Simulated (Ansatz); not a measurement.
# TePb, space group Fm-3m: a phonon calculation by linear response

Computed with Ansatz's Python interface.

Interactive session:
```pycon
>>> from pathlib import Path
>>> import ansatz as az
>>> import numpy as np
>>> vectors = np.array([
...     [0.0, 3.231, 3.231],
...     [3.231, 0.0, 3.231],
...     [3.231, 3.231, 0.0],
... ])
>>> xtal = (
...     az.Lattice.of(vectors)
...     .atom("Te", [0.5, 0.5, 0.5])
...     .atom("Pb", [0.0, 0.0, 0.0])
... )
>>> calculation = (
...     xtal.calculation()
...     .basis(10 * az.Ha, xc_grid=3)
...     .functional("PBE", dispersion="D4")
...     .accuracy("medium")
...     .scf(extra_bands=12)
...     .occupations("fixed")
...     .kpoints(6, 6, 6)
...     .phonons("dfpt")
... )
>>> res = calculation.run(threads=1, pin="off", runs_dir="runs")
DeckWarning: basis.ecutwfc = 272.11386245988 eV is below the records' recommended 420 eV, and the density's cutoff is lower with it unless basis.ecutrho_ratio is high enough to keep the records' density cutoff: compare with a run at a higher cutoff
>>> ph = res.phonons
>>> print("Gamma modes (1/cm):", " ".join(f"{w:.1f}" for w in ph.gamma_omega_inv_cm))
Gamma modes (1/cm): 0.0 0.0 0.0 41.2 41.2 41.2
>>> print("in meV:", " ".join(f"{w * 0.1239842:.2f}" for w in ph.gamma_omega_inv_cm))
in meV: 0.00 0.00 0.00 5.11 5.11 5.11
```

Notes:
- These settings explore the input space; cutoff and mesh may be short of convergence.
- The cutoff lies under the one recommended for these potentials.
- The cell isn't relaxed first, so the values belong to this volume.
- Spin-orbit coupling, which matters for elements this heavy, is left out.
- No non-analytic term is added, so at the zone centre the longitudinal optical modes of a polar crystal aren't split off.
- The structure is a deposited one; some such entries were measured under pressure or heat, so a shift against it needn't be the functional's error alone.
- Warnings are shown shortened and without file and line.
- The structure is taken as given; imaginary modes can come from an unrelaxed or unstable start.
- Run time: 8 s on 1 thread of Arm Neoverse V2, with other jobs on the host, peak memory 0.51 GiB.
